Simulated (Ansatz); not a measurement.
# GaCl3 (gallium trichloride (monomer)): levels of theory compared

Wanted: a comparison of 5 runs (HF/6-31G**, HF/def2-SVP, B3LYP/6-31G*, MP2/cc-pVTZ) of GaCl3 (gallium trichloride (monomer)). 

The calculation is run with Ansatz 0.2.0.

7 further runs of the same task are left out: 2 that didn't finish, 5 set aside as unsound or not needed.

**1. The system as given**

GaCl3: 4 atoms, total charge 0, spin state singlet. As SMILES, `[Cl][Ga]([Cl])[Cl]`. Geometry: relaxed at PBE0-D4/def2-TZVP.

Bond lengths: Cl1–Ga2 2.112 Å, Ga2–Cl3 2.112 Å, Ga2–Cl4 2.112 Å. Angles: Cl1–Ga2–Cl3 120.0°, Cl1–Ga2–Cl4 120.0°, Cl3–Ga2–Cl4 120.0°.

**2. Energy and gradient at HF/6-31G(d,p) (spherical functions) (run 1)**

File input.yaml:

```yaml
basis:
  gaussian: {orbitals: 6-31G_st__st_-spherical.json}
crystal:
  periodic: [false, false, false]
  atoms:
    - symbol: Cl
      position_ang: [0.866700, 0.371400, 1.887500]
    - symbol: Ga
      position_ang: [0.013800, -0.015100, -0.005100]
    - symbol: Cl
      position_ang: [-0.090300, -1.995000, -0.731600]
    - symbol: Cl
      position_ang: [-0.734700, 1.578300, -1.171100]
output: {forces: true, orbitals: {seedname: orbitals}}
accuracy: high
hamiltonian: {xc: hf}
```

The basis set 6-31G** is read from a file made from the Basis Set Exchange's data (not shown).

On the command line:

```
$ ansatz run input.yaml --threads 1 --pin off --max-ram 2610MiB --events-out events.jsonl --progress --plain --runs-dir runs
```

Output:

```text
Warning: RAYON_NUM_THREADS=1 ignored (pool sized by the plan → 1); use --threads N
Functional definition: HF
  name "HF"
  exchange = exact_x
  correlation = 0
1690 factors; integrals over basis functions are off by at most 4.7e-9 eV
mean field evaluation 1: about -89839.1480 eV, gradient 2.0e1 eV
mean field evaluation 2: about -89839.3251 eV, gradient 2.1e1 eV
mean field evaluation 4: about -89840.6942 eV, gradient 2.3e0 eV
mean field evaluation 8: about -89840.7176 eV, gradient 1.3e-1 eV
mean field evaluation 16: about -89840.7177 eV, gradient 3.2e-7 eV
mean field -89840.71767611 eV, -3301.5854783713 hartree, gradient 2.1e-8 eV, S^2 0.000000; 0 other end points of the search recorded, 0 dependent functions left out
the calculation of the forces begins
reference -89840.71767611 eV, -3301.5854783713 hartree; 41, 41 occupied and 45, 45 virtual orbitals, 1690 factors
Total energy: -89840.71767611 eV, -3301.5854783713 hartree
Atom 0 at     0.866700     0.371400     1.887500 Å, force     0.121211     0.055063     0.269206 eV/Å
Atom 1 at     0.013800    -0.015100    -0.005100 Å, force     0.000329     0.000356     0.000252 eV/Å
Atom 2 at    -0.090300    -1.995000    -0.731600 Å, force    -0.015004    -0.281880    -0.103616 eV/Å
Atom 3 at    -0.734700     1.578300    -1.171100 Å, force    -0.106536     0.226461    -0.165842 eV/Å
Dipole moment:    -0.000112    -0.000011    -0.000060 e Å
```

Wall time 7.5 s (1 thread of Arm Neoverse V1, shared host); peak memory 0.28 GiB.

**3. Energy and gradient at HF/def2-SVP (run 2)**

File job.yaml:

```yaml
crystal:
  periodic: [false, false, false]
  atoms:
    - {symbol: Cl, position_ang: [0.866700, 0.371400, 1.887500]}
    - {symbol: Ga, position_ang: [0.013800, -0.015100, -0.005100]}
    - {symbol: Cl, position_ang: [-0.090300, -1.995000, -0.731600]}
    - {symbol: Cl, position_ang: [-0.734700, 1.578300, -1.171100]}
basis:
  gaussian:
    orbitals: def2-SVP
hamiltonian:
  xc: hf
accuracy: high
output: {forces: true, orbitals: {seedname: orbitals}}
```

On the command line:

```
$ ansatz run job.yaml --threads 1 --pin off --max-ram 2610MiB --events-out events.jsonl --progress --plain --runs-dir runs
```

Output:

```text
Warning: RAYON_NUM_THREADS=1 ignored (pool sized by the plan → 1); use --threads N
[... 4 set-up lines as earlier in the session ...]
1582 factors; integrals over basis functions are off by at most 4.0e-9 eV
mean field evaluation 1: about -89830.0277 eV, gradient 2.0e1 eV
mean field evaluation 2: about -89830.1912 eV, gradient 2.1e1 eV
mean field evaluation 4: about -89831.5428 eV, gradient 2.0e0 eV
mean field evaluation 8: about -89831.5649 eV, gradient 1.3e-1 eV
mean field evaluation 16: about -89831.5650 eV, gradient 3.8e-7 eV
mean field -89831.56496689 eV, -3301.2491225116 hartree, gradient 2.6e-8 eV, S^2 0.000000; 0 other end points of the search recorded, 0 dependent functions left out
the calculation of the forces begins
reference -89831.56496689 eV, -3301.2491225116 hartree; 41, 41 occupied and 45, 45 virtual orbitals, 1582 factors
Total energy: -89831.56496689 eV, -3301.2491225116 hartree
Atom 0 at     0.866700     0.371400     1.887500 Å, force     0.137085     0.062261     0.304439 eV/Å
Atom 1 at     0.013800    -0.015100    -0.005100 Å, force     0.000339     0.000369     0.000265 eV/Å
Atom 2 at    -0.090300    -1.995000    -0.731600 Å, force    -0.016950    -0.318752    -0.117153 eV/Å
Atom 3 at    -0.734700     1.578300    -1.171100 Å, force    -0.120475     0.256122    -0.187552 eV/Å
Dipole moment:    -0.000113    -0.000009    -0.000059 e Å
```

Run time: 4.2 s. Hardware: 1 thread of Arm Neoverse V1, shared host; peak memory 0.26 GiB.

Runs 3 to 4 aren't shown in full; the table further down has their settings and results.

**4. Energy and forces at MP2/cc-pVTZ (run 5)**

File molecule.yaml:

```yaml
crystal:
  periodic: [false, false, false]
  atoms:
    - {symbol: Cl, position_ang: [0.866700, 0.371400, 1.887500]}
    - {symbol: Ga, position_ang: [0.013800, -0.015100, -0.005100]}
    - {symbol: Cl, position_ang: [-0.090300, -1.995000, -0.731600]}
    - {symbol: Cl, position_ang: [-0.734700, 1.578300, -1.171100]}
basis:
  gaussian: {orbitals: cc-pVTZ}
accuracy: high
correlation: {method: mp2, frozen_orbitals: {Cl: 5, Ga: 9}}
output: {forces: true, orbitals: {seedname: orbitals}}
```

On the command line:

```
$ ansatz run molecule.yaml --threads 1 --pin off --max-ram 2610MiB --events-out events.jsonl --progress --plain --runs-dir runs
```

Output:

```text
Warning: RAYON_NUM_THREADS=1 ignored (pool sized by the plan → 1); use --threads N
[... 4 set-up lines as earlier in the session ...]
2221 factors; integrals over basis functions are off by at most 3.6e-9 eV
mean field evaluation 1: about -89851.2899 eV, gradient 2.1e1 eV
mean field evaluation 2: about -89851.4969 eV, gradient 2.2e1 eV
mean field evaluation 4: about -89852.8541 eV, gradient 1.7e0 eV
mean field evaluation 8: about -89852.8801 eV, gradient 1.7e-1 eV
mean field evaluation 16: about -89852.8802 eV, gradient 5.0e-7 eV
mean field -89852.88019270 eV, -3302.0324426121 hartree, gradient 2.0e-8 eV, S^2 0.000000; 0 other end points of the search recorded, 0 dependent functions left out
24 core orbitals not correlated: weight in the atoms' cores, before any rotation towards them, 1.000 or more for the frozen orbitals, at most 0.000 for the correlated occupied ones
reference -89852.88019270 eV, -3302.0324426121 hartree; 17, 17 occupied and 104, 104 virtual orbitals, 2221 factors
second order -19.12040704 eV of doubles, -0.00000000 eV of singles
the calculation of the forces begins
Total energy: -89872.00059974 eV, -3302.7351046104 hartree
Atom 0 at     0.866700     0.371400     1.887500 Å, force    -0.035990    -0.016189    -0.079644 eV/Å
Atom 1 at     0.013800    -0.015100    -0.005100 Å, force     0.000355     0.000345     0.000250 eV/Å
Atom 2 at    -0.090300    -1.995000    -0.731600 Å, force     0.004202     0.083059     0.030317 eV/Å
Atom 3 at    -0.734700     1.578300    -1.171100 Å, force     0.031434    -0.067216     0.049077 eV/Å
Dipole moment:    -0.000091    -0.000010    -0.000053 e Å
```

It took 38 s on 1 thread of Arm Neoverse V1, shared host; peak memory 0.61 GiB.

**5. Overview of the runs**

| run | level | Cartesian functions | frozen core orbitals | energy (Eh) | dipole moment (D) | HOMO energy (eV) | LUMO energy (eV) | wall time |
| --- | --- | --- | --- | --- | --- | --- | --- | --- |
| 1 | HF/6-31G** (spherical functions) | no | – | -3301.585478 | 0.00 | -12.82 | 1.28 | 7.5 s |
| 2 | HF/def2-SVP | no | – | -3301.249123 | 0.00 | -12.68 | 1.66 | 4.2 s |
| 3 | B3LYP/6-31G* (spherical functions) | no | – | -3305.365106 | 0.00 | -9.12 | -2.41 | 17 s |
| 4 | B3LYP/6-31G* (Cartesian functions) | yes | – | -3305.379453 | 0.00 | -9.12 | -2.41 | 17 s |
| 5 | MP2/cc-pVTZ | no | 24 | -3302.735105 | 0.00 | -12.81 | 1.46 | 38 s |

**6. Results**

| quantity | value |
| --- | --- |
| run 5: total energy | -3302.73510 Eh |
| run 5: dipole moment (correlated density) | 0.00 D |
| run 5: HOMO energy (Hartree–Fock orbitals) | -12.81 eV |
| run 5: LUMO energy (Hartree–Fock orbitals) | 1.46 eV |
| run 5: HOMO–LUMO gap (Hartree–Fock orbitals) | 14.28 eV |
| run 5: correlation energy (24 core orbitals frozen) | -702.7 mEh |
| run 5: largest force on an atom | 0.089 eV/Å |

In words: Over runs 1, 2, 3, 4 the HOMO–LUMO gap runs from 6.71 eV (B3LYP/6-31G*) to 14.34 eV (HF/def2-SVP). The two ends differ in method and basis. All runs together took 84 s, the longest 38 s.
